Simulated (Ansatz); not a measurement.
**Bi: energies, forces and stress near the listed structure**

A set of self-consistent runs on Bi under random distortions, further strains and shifts, swapped elements, other functionals, to map its energy surface near the listed cell.

Method: DFT PBEsol, scalar-relativistic, plane waves, PAW, in Ansatz 0.2.0.

### 1 Starting point

The structure is cubic, space group Im-3m (No. 229). Conventional cell: a = 3.963 Å, b = 3.963 Å, c = 3.963 Å, α = 90.00°, β = 90.00°, γ = 90.00°. Bi (site symmetry m-3m) has 8 Bi at 3.43 Å as nearest neighbours.

As a file:

```xyz
1
Lattice="-1.9814 1.9814 1.9814 1.9814 -1.9814 1.9814 1.9814 1.9814 -1.9814" Properties=species:S:1:pos:R:3 pbc="T T T"
Bi    0.0000    0.0000    0.0000
```

The structure comes from the Materials Project (structure only).

### 2 Functional and cell changed: r2SCAN

Against the listed cell: strain xx, yy, zz, yz, xz, xy = +0.9, +0.9, +0.9, +0.0, +0.0, +0.0 %.

Contents of input.yaml:

```yaml
crystal:
  lattice:
    - [-1.9992039637, 1.9992039637, 1.9992039637]
    - [1.9992039637, -1.9992039637, 1.9992039637]
    - [1.9992039637, 1.9992039637, -1.9992039637]
  atoms:
    - { symbol: Bi, position: [0.0, 0.0, 0.0] }
basis:
  ecutwfc: 500
kpoints:
  mp_grid: { grid: [16, 16, 16] }
hamiltonian:
  xc: r2scan
scf:
  occupations: { method: gaussian, width: 0.1 }
output:
  forces: true
  stress: true
  eigenvalues: true
```

Run with:

```
> ansatz run input.yaml --threads 1 --pin off --max-ram 1331MiB --backend cpu --events-out ev --progress --plain --runs-dir out
```

### 3 A change within the space group

Contents of input.yaml:

```yaml
crystal:
  lattice:
    - [-1.9486378565, 1.9486378565, 1.9486378565]
    - [1.9486378565, -1.9486378565, 1.9486378565]
    - [1.9486378565, 1.9486378565, -1.9486378565]
  atoms:
    - { symbol: Bi, position: [0.0, 0.0, 0.0] }
basis:
  ecutwfc: 420
kpoints:
  mp_grid: { grid: [16, 16, 16] }
hamiltonian:
  xc: pbesol
scf:
  occupations: { method: gaussian, width: 0.1 }
output:
  forces: true
  stress: true
  eigenvalues: true
```

### 4 A change within a subgroup

Contents of input.yaml:

```yaml
crystal:
  lattice:
    - [-1.9124173064, 1.9124173064, 1.8826958484]
    - [1.9124173064, -1.9124173064, 1.8826958484]
    - [1.9124173064, 1.9124173064, -1.8826958484]
  atoms:
    - { symbol: Bi, position: [0.0, 0.0, 0.0] }
basis:
  ecutwfc: 420
kpoints:
  mp_grid: { grid: [14, 14, 14] }
hamiltonian:
  xc: pbesol
scf:
  occupations: { method: gaussian, width: 0.1 }
output:
  forces: true
  stress: true
  eigenvalues: true
```

### 5 A random distortion, cell strained

Contents of input.yaml:

```yaml
crystal:
  lattice:
    - [-1.927773393, 1.9269610065, 1.9462799542]
    - [1.9264260202, -1.9163801674, 1.9343517424]
    - [1.929913338, 1.9185201124, -1.9356991151]
  atoms:
    - { symbol: Bi, position: [0.0, 0.0, 0.0] }
basis:
  ecutwfc: 420
kpoints:
  mp_grid: { grid: [14, 14, 14] }
hamiltonian:
  xc: pbesol
scf:
  occupations: { method: gaussian, width: 0.1 }
output:
  forces: true
  stress: true
  eigenvalues: true
```

### 6 Random moves and strain, cell strained

Contents of input.yaml:

```yaml
crystal:
  lattice:
    - [-1.9221659446, 1.8376777467, 2.008377987]
    - [1.864823345, -1.8206770728, 1.9340347135]
    - [1.9781611714, 1.8766722996, -1.9913773131]
  atoms:
    - { symbol: Bi, position: [0.0, 0.0, 0.0] }
basis:
  ecutwfc: 420
kpoints:
  mp_grid: { grid: [14, 14, 14] }
hamiltonian:
  xc: pbesol
scf:
  occupations: { method: gaussian, width: 0.1 }
output:
  forces: true
  stress: true
  eigenvalues: true
  populations: true
```

### 7 A change within a subgroup

Contents of input.yaml:

```yaml
crystal:
  lattice:
    - [-1.887926825, 2.0572598783, 1.8809323752]
    - [1.887926825, -2.0572598783, 1.8809323752]
    - [1.9099603325, 2.0792933858, -1.8809323752]
  atoms:
    - { symbol: Bi, position: [0.0, 0.0, 0.0] }
basis:
  ecutwfc: 420
kpoints:
  mp_grid: { grid: [14, 14, 14] }
hamiltonian:
  xc: pbesol
scf:
  occupations: { method: gaussian, width: 0.1 }
output:
  forces: true
  stress: true
  eigenvalues: true
```

### 8 A distortion of lower symmetry

Contents of input.yaml:

```yaml
crystal:
  lattice:
    - [-1.9720187368, 1.9323901261, 1.9720187368]
    - [1.9323901261, -1.9720187368, 1.9720187368]
    - [2.0116473474, 2.0116473474, -2.0116473474]
  atoms:
    - { symbol: Bi, position: [0.0, 0.0, 0.0] }
basis:
  ecutwfc: 420
kpoints:
  mp_grid: { grid: [15, 15, 15] }
hamiltonian:
  xc: pbesol
scf:
  occupations: { method: gaussian, width: 0.1 }
output:
  forces: true
  stress: true
  eigenvalues: true
```

### 9 Substitution of an element, cell strained: Bi → Sb, first probe

Contents of input.yaml:

```yaml
crystal:
  lattice:
    - [-2.0006590299, 2.0006590299, 2.0006590299]
    - [2.0006590299, -2.0006590299, 2.0006590299]
    - [2.0006590299, 2.0006590299, -2.0006590299]
  atoms:
    - { symbol: Sb, position: [0.0, 0.0, 0.0] }
basis:
  ecutwfc: 420
kpoints:
  mp_grid: { grid: [6, 6, 6] }
hamiltonian:
  xc: pbesol
scf:
  occupations: { method: gaussian, width: 0.1 }
output:
  forces: true
  stress: true
  eigenvalues: true
```

### 10 One element swapped, cell strained: Bi → Sb

Changes to input.yaml since step 9:

```diff
@@ -10,3 +10,3 @@
 kpoints:
-  mp_grid: { grid: [6, 6, 6] }
+  mp_grid: { grid: [14, 14, 14] }
 hamiltonian:
```

Q: Predict the outcome of this session. Wanted: for each run, case; energy; pressure; largest force.

**Answer**, as computed:

```
step                                         case  energy (meV/atom)  pressure (GPa)  largest force (eV/Å)  gap on the mesh (eV)
   2          functional and cell changed: r2SCAN                n/a            -1.4                  0.00                  0.00
   3              a change within the space group               +0.0             0.7                  0.00                  0.00
   4                   a change within a subgroup             +44.1*             6.0                  0.00                  0.00
   5           a random distortion, cell strained             +12.3*             2.6                  0.00                  0.00
   6       random moves and strain, cell strained             +33.7*             4.6                  0.00                  0.00
   7                   a change within a subgroup              +9.6*             1.0                  0.00                  0.00
   8               a distortion of lower symmetry              +4.9*            -1.3                  0.00                  0.00
  10  one element swapped, cell strained: Bi → Sb                n/a            -9.2                  0.00                  0.00
```

Energies are counted from step 3, with the smearing taken to zero; a star marks another k mesh, which can shift energies by itself, so starred rows don't rank against the others. Other atoms or functionals have another zero of energy (n/a). A gap of 0.00 means none on the mesh at this level.

**Reading.** With one atom in the cell, moving it shifts the whole crystal, so no force arises from that. The pressure is 6.0 GPa in the smallest cell and -1.3 GPa in the largest; between them shape and moved atoms count too. The distorted cells of the listed formula and level show no gap on the mesh. Spin-orbit coupling is left out for Bi, Sb.
